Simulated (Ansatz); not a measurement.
# C₃H₁₀FNOSeZr: one species, many methods

One table from this session's results is given with a row withheld; the runs are named, their logs left out.

Method: functionals in def2-TZVPP, the program's frozen cores in correlated methods; program: Ansatz 0.2.0, Gaussian basis.

The runs, in order: LDA (SPW92), PBE-D4, revPBE-D4, BLYP-D4, r2SCAN-D4, B97M-V, PBE0-D4, B3LYP-D4, r2SCANh-D4, r2SCAN0-D4, HSE06-D4, BHLYP-D4, CAM-B3LYP-D4, LC-ωPBE, ωB97X-V, ωB97M-V, B2PLYP, PBE-QIDH; CCSD(T)/def2-SVP; CCSD(T)/def2-TZVPP; MP2/def2-QZVPP; extrapolation to the limit; RPA on PBE.

## Structure used throughout

The geometry comes from an earlier relaxation with PBE0-D4 in a triple-zeta def2 set; it is a stationary point, not always the lowest conformer. Zr takes the def2 core potential; no spin-orbit term is included.

SMILES `C[O][Zr]([F])([SeH])[N](C)C`, 18 atoms, charge 0, spin multiplicity 1.

Atoms are counted from 1 here; the program's logs count them from 0.

Bond lengths: C1–O2 1.392 Å, C1–H9 1.094 Å, C1–H10 1.095 Å, C1–H11 1.094 Å, O2–Zr3 1.903 Å, Zr3–F4 1.924 Å, Zr3–Se5 2.613 Å, Zr3–N6 2.004 Å, Se5–H12 1.473 Å, N6–C7 1.441 Å, N6–C8 1.447 Å, C7–H13 1.092 Å, C7–H14 1.099 Å, C7–H15 1.098 Å, C8–H16 1.096 Å, C8–H17 1.098 Å, C8–H18 1.098 Å. Angles: O2–C1–H9 110.6°, O2–C1–H10 110.1°, O2–C1–H11 110.4°, H9–C1–H10 108.4°, H9–C1–H11 108.7°, H10–C1–H11 108.5°, C1–O2–Zr3 170.8°, O2–Zr3–F4 113.9°, O2–Zr3–Se5 110.6°, O2–Zr3–N6 108.2°, F4–Zr3–Se5 111.1°, F4–Zr3–N6 111.1°, Se5–Zr3–N6 101.2°, Zr3–Se5–H12 91.6°, Zr3–N6–C7 129.9°, Zr3–N6–C8 116.7°, C7–N6–C8 113.4°, N6–C7–H13 110.6° and more.

The first run:

in.yaml

```yaml
crystal:
  periodic: [false, false, false]
  atoms:
    - {symbol: C, position_ang: [2.532112, -1.845382, -0.821597]}
    - {symbol: O, position_ang: [1.304857, -1.188751, -0.815006]}
    - {symbol: Zr, position_ang: [-0.279845, -0.166390, -1.068658]}
    - {symbol: F, position_ang: [-1.682451, -1.116432, -1.981637]}
    - {symbol: Se, position_ang: [0.264724, 2.088662, -2.270301]}
    - {symbol: N, position_ang: [-0.897370, 0.484626, 0.723155]}
    - {symbol: C, position_ang: [-0.189955, 0.551104, 1.976953]}
    - {symbol: C, position_ang: [-2.266314, 0.945223, 0.810973]}
    - {symbol: H, position_ang: [2.484832, -2.743244, -1.445512]}
    - {symbol: H, position_ang: [2.804261, -2.144647, 0.195453]}
    - {symbol: H, position_ang: [3.314676, -1.187267, -1.211684]}
    - {symbol: H, position_ang: [0.533066, 1.393348, -3.540903]}
    - {symbol: H, position_ang: [0.831812, 0.184002, 1.861284]}
    - {symbol: H, position_ang: [-0.684707, -0.055436, 2.747976]}
    - {symbol: H, position_ang: [-0.138691, 1.582899, 2.349231]}
    - {symbol: H, position_ang: [-2.770447, 0.871156, -0.159834]}
    - {symbol: H, position_ang: [-2.846794, 0.349824, 1.528183]}
    - {symbol: H, position_ang: [-2.313776, 1.996714, 1.121935]}
basis:
  gaussian: {orbitals: def2-TZVPP}
hamiltonian: {xc: lda}
output: {orbitals: {seedname: orbitals}}
```

Among the steps run: LDA; PBE-D4 (GGA); revPBE-D4 (GGA); BLYP-D4 (GGA); r2SCAN-D4 (meta-GGA); B97M-V (meta-GGA); PBE0-D4 (hybrid); B3LYP-D4 (hybrid); r2SCANh-D4 (hybrid); r2SCAN0-D4 (hybrid); HSE06-D4 (hybrid); BHLYP-D4 (hybrid); CAM-B3LYP-D4 (range-separated); LC-ωPBE (range-separated); ωB97X-V (range-separated); ωB97M-V (range-separated); B2PLYP (double hybrid); PBE-QIDH (double hybrid).

One table of the session follows, with a row left open; its other results are not shown here.

It belongs to the step «Orbital energies across the functionals». 

| functional | HOMO (eV) | gap (eV) |
| --- | --- | --- |
| LDA (SPW92) | -5.70 | 4.00 |
| PBE-D4 | -5.54 | 4.06 |
| revPBE-D4 | -5.48 | 4.08 |
| BLYP-D4 | -5.38 | 4.01 |
| r2SCAN-D4 | -5.82 | 4.51 |
| B97M-V | -5.88 | 4.57 |
| PBE0-D4 | -6.68 | 6.03 |
| B3LYP-D4 | -6.44 | 5.58 |
| r2SCANh-D4 | -6.24 | 5.24 |
| r2SCAN0-D4 | -6.87 | 6.33 |
| HSE06-D4 | -6.29 | 5.26 |
| BHLYP-D4 | -7.66 | 7.91 |
| CAM-B3LYP-D4 | ? | ? |
| LC-ωPBE | -9.26 | 10.70 |
| ωB97X-V | -8.94 | 10.21 |
| ωB97M-V | -8.82 | 9.59 |

Estimate the missing values for CAM-B3LYP-D4.

The run gave: HOMO (eV): -7.93; gap (eV): 8.32. In the column «HOMO (eV)» it lies between ωB97M-V (-8.82) and BHLYP-D4 (-7.66).
